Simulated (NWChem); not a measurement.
**GeNH3 (SMILES [NH2][GeH]): levels of theory compared**

Wanted: a comparison of 6 runs (wB97X/STO-3G, wB97X/6-31G, wB97X/6-31G*, wB97X/6-31G**, wB97X/6-311G**, B3LYP/pcseg-2) of GeNH3. 

The results are computed with NWChem 7.3.0.

### Step 1. The structure to begin with

GeNH3 has 5 atoms, charge 0, and is taken as a singlet. SMILES: `[NH2][GeH]`. Geometry: relaxed at PBE0-D4/def2-TZVP. This is one conformer, not always the lowest.

Bond lengths: N1–Ge2 1.816 Å, N1–H3 1.008 Å, N1–H4 1.007 Å, Ge2–H5 1.602 Å. Angles: N1–Ge2–H5 92.6°, Ge2–N1–H3 121.9°, Ge2–N1–H4 125.6°, H3–N1–H4 112.5°.

### Step 2. Energy and one-electron properties at wB97X/STO-3G (run 1)

geh3n.nw

```
start geh3n
title "GeH3N wB97X"
memory total 2200 mb

geometry noautosym nocenter noautoz
  N       -0.084100      -0.602200       0.097400
  Ge       0.988800       0.853400       0.259800
  H        0.180600      -1.502000       0.465300
  H       -0.985000      -0.620100      -0.352500
  H       -0.050300       1.797200      -0.511300
end

basis "ao basis" spherical bse
  * library STO-3G
end

dft
  xc wb97x
  grid fine
  convergence energy 1e-08
  iterations 100
  mulliken
  noprint "final vectors analysis"
end

property
  dipole
  quadrupole
  mulliken
end

task dft property
```

Started as:

```bash
$ nwchem geh3n.nw > geh3n.out
```

Log:

```text
[...]
          Wavefunction type:  closed shell.
          No. of atoms     :     5
          No. of electrons :    42
[...]
          Charge           :     0
          Spin multiplicity:     1
[...]
          AO basis - number of functions:    26
[...]
              XC Information
              --------------
                       wb97x  Method XC Functional
                     Hartree-Fock (Exact) Exchange  1.000
                         wb97x Exchange Functional  1.000
                      wb97x Correlation Functional  1.000
[...]
 d= 0,ls=0.0,diis     1  -2108.8272024862 -2.21D+03  2.74D-02  1.94D-01     0.4
[...]
 d= 0,ls=0.0,diis    12  -2108.8688223217 -1.19D-10  4.97D-07  8.14D-11     3.6
         Total DFT energy =    -2108.868822321729
      One electron energy =    -3153.610092722483
           Coulomb energy =     1033.835510436387
    Exchange-Corr. energy =      -87.929008102006
 Nuclear repulsion energy =       98.834768066372
[...]
      Total Density - Mulliken Population Analysis
     ---------------------------------------------
    Atom       Charge   Shell Charges
 -----------   ------   -------------------------------------------------------
    1 N    7     7.53   1.99  1.52  4.01
    2 Ge  32    31.66   2.00  2.00  6.00  2.00  5.92  1.78  2.11  9.86
    3 H    1     0.82   0.82
    4 H    1     0.82   0.82
    5 H    1     1.17   1.17
[...]
   Dipole moment        1.8686201677 Debye(s)
             DMX       -1.2408920639 DMXEFC        0.0000000000
             DMY       -1.3709819958 DMYEFC        0.0000000000
             DMZ       -0.2689546135 DMZEFC        0.0000000000
   -EFC- dipole         0.0000000000 DEBYE(S)
   Total dipole         1.8686201677 DEBYE(S)
[...]
```

Run time: 4.2 s. Hardware: 1 thread of AMD EPYC 9R45 (Zen 5), shared host; peak memory 0.11 GiB.

Atomic charges (e):

```csv
atom,Mulliken,Löwdin
N1,-0.530,-0.330
Ge2,+0.337,+0.260
H3,+0.179,+0.120
H4,+0.179,+0.120
H5,-0.166,-0.160
```

### Step 3. The charge distribution at wB97X/6-31G (run 2)

sp.nw

```
start sp
title "GeH3N"
memory total 2200 mb

geometry units au noautosym nocenter noautoz
  N   -0.15892597  -1.13799307   0.18405932
  Ge   1.86856119   1.61269227   0.49095085
  H    0.34128454  -2.83836864   0.87928957
  H   -1.86138023  -1.17181917  -0.66612846
  H   -0.09505322   3.39621579  -0.96621697
end

basis "ao basis" spherical bse
  * library 6-31G
end

dft
  xc wb97x
  grid fine
  convergence energy 1e-08
  iterations 100
  mulliken
  noprint "final vectors analysis"
end

property
  dipole
  quadrupole
  mulliken
end

task dft property
```

Started as:

```bash
$ nwchem sp.nw > sp.out
```

Log:

```text
[...]
          Wavefunction type:  closed shell.
          No. of atoms     :     5
          No. of electrons :    42
[...]
          Charge           :     0
          Spin multiplicity:     1
[...]
          AO basis - number of functions:    42
[...]
              XC Information
              --------------
                       wb97x  Method XC Functional
                     Hartree-Fock (Exact) Exchange  1.000
                         wb97x Exchange Functional  1.000
                      wb97x Correlation Functional  1.000
[...]
 d= 0,ls=0.0,diis     1  -2133.1752745947 -2.23D+03  1.26D-02  2.47D-01     0.7
[...]
 d= 0,ls=0.0,diis     8  -2133.2051465077 -6.95D-09  3.12D-06  2.41D-09     4.8
         Total DFT energy =    -2133.205146507717
      One electron energy =    -3168.545207313459
           Coulomb energy =     1023.663038329252
    Exchange-Corr. energy =      -87.157738570813
 Nuclear repulsion energy =       98.834761047303
[...]
      Total Density - Mulliken Population Analysis
     ---------------------------------------------
    Atom       Charge   Shell Charges
 -----------   ------   -------------------------------------------------------
    1 N    7     7.94   2.00  0.76  2.50  0.85  1.82
    2 Ge  32    31.53   2.00  2.00  6.00  2.00  5.98  1.48  1.47  0.34  0.28  6.89  3.09
    3 H    1     0.67   0.52  0.15
    4 H    1     0.67   0.52  0.15
    5 H    1     1.19   0.49  0.69
[...]
   Dipole moment        1.8554312604 Debye(s)
             DMX       -1.1782635284 DMXEFC        0.0000000000
             DMY       -1.4154216868 DMYEFC        0.0000000000
             DMZ       -0.2256139810 DMZEFC        0.0000000000
   -EFC- dipole         0.0000000000 DEBYE(S)
   Total dipole         1.8554312604 DEBYE(S)
[...]
```

It took 5.4 s on 1 thread of AMD EPYC 9R45 (Zen 5), shared host; peak memory 0.11 GiB.

Atomic charges (e):

```
atom  Mulliken  Löwdin
  N1    -0.939  -0.680
 Ge2    +0.465  +0.350
  H3    +0.329  +0.230
  H4    +0.331  +0.230
  H5    -0.186  -0.130
```

Runs 3 to 5 aren't shown in full; the table further down has their settings and results.

### Step 4. Energy and one-electron properties at B3LYP/pcseg-2 (run 6)

struct.nw

```
START struct
memory 2200 mb
charge 0
GEOMETRY noautosym nocenter noautoz
   N    -0.084100   -0.602200    0.097400
   Ge    0.988800    0.853400    0.259800
   H     0.180600   -1.502000    0.465300
   H    -0.985000   -0.620100   -0.352500
   H    -0.050300    1.797200   -0.511300
END
BASIS spherical bse
   N library pcseg-2
   Ge library pcseg-2
   H library pcseg-2
END
DFT
   xc b3lyp
   grid fine
   convergence energy 1e-08
   iterations 100
   mulliken
   noprint "final vectors analysis"
END
PROPERTY
   dipole
   quadrupole
   mulliken
END
TASK dft property
```

Started as:

```bash
$ nwchem struct.nw > struct.out
```

Log:

```text
[...]
          Wavefunction type:  closed shell.
          No. of atoms     :     5
          No. of electrons :    42
[...]
          Charge           :     0
          Spin multiplicity:     1
[...]
          AO basis - number of functions:   115
[...]
              XC Information
              --------------
                         B3LYP Method XC Potential
                     Hartree-Fock (Exact) Exchange  0.200
                        Slater Exchange Functional  0.800 local
                    Becke 1988 Exchange Functional  0.720 non-local
              Lee-Yang-Parr Correlation Functional  0.810
                  VWN I RPA Correlation Functional  0.190 local
[...]
 d= 0,ls=0.0,diis     1  -2133.6337162709 -2.23D+03  6.10D-03  5.73D-01     3.4
[...]
 d= 0,ls=0.0,diis     8  -2133.6740254857 -2.29D-09  3.39D-06  2.59D-07    18.7
         Total DFT energy =    -2133.674025485687
      One electron energy =    -3169.276021168127
           Coulomb energy =     1023.927518002753
    Exchange-Corr. energy =      -87.160290386684
 Nuclear repulsion energy =       98.834768066372
[...]
   Dipole moment        1.4817455797 Debye(s)
             DMX       -0.7375998616 DMXEFC        0.0000000000
             DMY       -1.2845722690 DMYEFC        0.0000000000
             DMZ       -0.0372893117 DMZEFC        0.0000000000
   -EFC- dipole         0.0000000000 DEBYE(S)
   Total dipole         1.4817455797 DEBYE(S)
[...]
```

Run time: 20 s. Hardware: 1 thread of AMD EPYC 9R45 (Zen 5), shared host; peak memory 0.13 GiB.

Atomic charges (e):

```csv
atom,Mulliken,Löwdin
N1,-0.441,-0.050
Ge2,+0.271,+0.280
H3,+0.138,-0.040
H4,+0.157,-0.030
H5,-0.125,-0.160
```

### Step 5. Overview of the runs

```
run                                level   energy (Eh)  dipole moment (D)  wall time
  1                         wB97X/STO-3G  -2108.868822               1.87      4.2 s
  2                          wB97X/6-31G  -2133.205147               1.86      5.4 s
  3   wB97X/6-31G* (spherical functions)  -2133.285079               1.85      7.2 s
  4  wB97X/6-31G** (spherical functions)  -2133.293456               1.83      8.7 s
  5                       wB97X/6-311G**  -2133.554279               1.68       16 s
  6                        B3LYP/pcseg-2  -2133.674025               1.48       20 s
```

Convergence of the total energy of singlet GeNH3 with the basis set, against the last point:

```
basis set  from the last (mEh)  wall time
   STO-3G           +24685.457      4.2 s
    6-31G             +349.133      5.4 s
   6-31G*             +269.200      7.2 s
  6-31G**             +260.824      8.7 s
 6-311G**               +0.000       16 s
```

Convergence of the dipole moment of singlet GeNH3 with the basis set, against the last point:

| basis set | from the last (D) | wall time |
| --- | --- | --- |
| STO-3G | +0.1928 | 4.2 s |
| 6-31G | +0.1796 | 5.4 s |
| 6-31G* | +0.1788 | 7.2 s |
| 6-31G** | +0.1525 | 8.7 s |
| 6-311G** | +0.0000 | 16 s |

### Step 6. Results

| quantity | value |
| --- | --- |
| run 6: total energy | -2133.67403 Eh |
| run 6: dipole moment | 1.48 D |

In words: The dipole moment (its size) runs from 1.48 D (B3LYP/pcseg-2) to 1.87 D (wB97X/STO-3G). The two ends differ in method and basis. Totals of different functionals can't be ranked against each other. In run 1 the basis is minimal, so the values are rough. All runs together took 61 s, the longest 20 s.
